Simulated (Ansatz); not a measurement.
**C₂H₄BFSi: a ladder of functionals and wavefunction methods**

The task here is to estimate one member of a computed series from the others.

Computed with Ansatz 0.2.0, Gaussian basis. Level: functionals in def2-TZVPP, the program's frozen cores in correlated methods.

The runs, in order: LDA (SPW92), PBE-D4, revPBE-D4, BLYP-D4, r2SCAN-D4, B97M-V, PBE0-D4, B3LYP-D4, r2SCANh-D4, r2SCAN0-D4, HSE06-D4, BHLYP-D4, CAM-B3LYP-D4, LC-ωPBE, ωB97X-V, ωB97M-V, B2PLYP, PBE-QIDH; CCSD(T)/def2-SVP; CCSD(T)/def2-TZVPP; MP2/def2-QZVPP; extrapolation to the limit; RPA on PBE.

**The geometry**

All runs share one geometry, relaxed beforehand with PBE0-D4 in a triple-zeta def2 set.

SMILES `FC1=CB1[SiH3]`, 9 atoms, charge 0, spin multiplicity 1.

Atoms are counted from 1 here; the program's logs count them from 0.

Bond lengths: F1–C2 1.310 Å, C2–C3 1.329 Å, C2–B4 1.462 Å, C3–B4 1.496 Å, C3–H6 1.080 Å, B4–Si5 1.988 Å, Si5–H7 1.487 Å, Si5–H8 1.487 Å, Si5–H9 1.489 Å. Angles: F1–C2–C3 139.6°, F1–C2–B4 155.8°, C3–C2–B4 64.6°, C2–C3–B4 62.0°, C2–C3–H6 144.1°, B4–C3–H6 153.9°, C2–B4–C3 53.4°, C2–B4–Si5 156.1°, C3–B4–Si5 150.4°, B4–Si5–H7 111.6°, B4–Si5–H8 111.5°, B4–Si5–H9 108.6°, H7–Si5–H8 108.5°, H7–Si5–H9 108.3°, H8–Si5–H9 108.2°.

Set-up of the first run:

in.yaml

```yaml
crystal:
  periodic: [false, false, false]
  atoms:
    - {symbol: F, position_ang: [2.114190, 1.761738, -1.149905]}
    - {symbol: C, position_ang: [1.463682, 0.752872, -0.626320]}
    - {symbol: C, position_ang: [1.689600, -0.487542, -0.204813]}
    - {symbol: B, position_ang: [0.294682, 0.044224, -0.108592]}
    - {symbol: Si, position_ang: [-1.608899, -0.179343, 0.420344]}
    - {symbol: H, position_ang: [2.449562, -1.245514, -0.081754]}
    - {symbol: H, position_ang: [-2.516451, 0.608512, -0.455368]}
    - {symbol: H, position_ang: [-2.024649, -1.606497, 0.370351]}
    - {symbol: H, position_ang: [-1.773216, 0.305351, 1.818860]}
basis:
  gaussian: {orbitals: def2-TZVPP}
hamiltonian: {xc: lda}
output: {orbitals: {seedname: orbitals}}
```

Run with:

```bash
> ansatz run in.yaml --threads 2 --pin off --events-out ev --progress --plain --max-ram 4352MiB
```

Among the steps run: LDA; PBE-D4 (GGA); revPBE-D4 (GGA); BLYP-D4 (GGA); r2SCAN-D4 (meta-GGA); B97M-V (meta-GGA); B3LYP-D4 (hybrid); r2SCANh-D4 (hybrid); r2SCAN0-D4 (hybrid); HSE06-D4 (hybrid); BHLYP-D4 (hybrid); CAM-B3LYP-D4 (range-separated); LC-ωPBE (range-separated); ωB97X-V (range-separated); ωB97M-V (range-separated); B2PLYP (double hybrid); PBE-QIDH (double hybrid).

One table of the session follows, with a row left open; its other results are not shown here.

It belongs to the step «Orbital energies across the functionals». 

| functional | HOMO (eV) | gap (eV) |
| --- | --- | --- |
| LDA (SPW92) | -7.10 | 5.09 |
| PBE-D4 | -6.97 | 5.18 |
| revPBE-D4 | -6.92 | 5.22 |
| BLYP-D4 | -6.87 | 5.26 |
| r2SCAN-D4 | -7.24 | 5.74 |
| B97M-V | -7.38 | 5.85 |
| PBE0-D4 | -8.37 | 7.53 |
| B3LYP-D4 | ? | ? |
| r2SCANh-D4 | -7.76 | 6.59 |
| r2SCAN0-D4 | -8.54 | 7.86 |
| HSE06-D4 | -7.96 | 6.75 |
| BHLYP-D4 | -9.68 | 9.90 |
| CAM-B3LYP-D4 | -9.77 | 10.08 |
| LC-ωPBE | -11.09 | 12.51 |
| ωB97X-V | -10.74 | 12.08 |
| ωB97M-V | -10.58 | 11.71 |

Estimate the missing values for B3LYP-D4.

Worked estimate for «HOMO (eV)». Against the share of exact exchange, BLYP-D4 (0, -6.87), BHLYP-D4 (0.5, -9.68) give a slope of -5.62 per unit share; at 0.2 the line stands at -7.99.

As computed: HOMO (eV): -8.16; gap (eV): 7.14. In «HOMO (eV)» the line misses by +0.17.
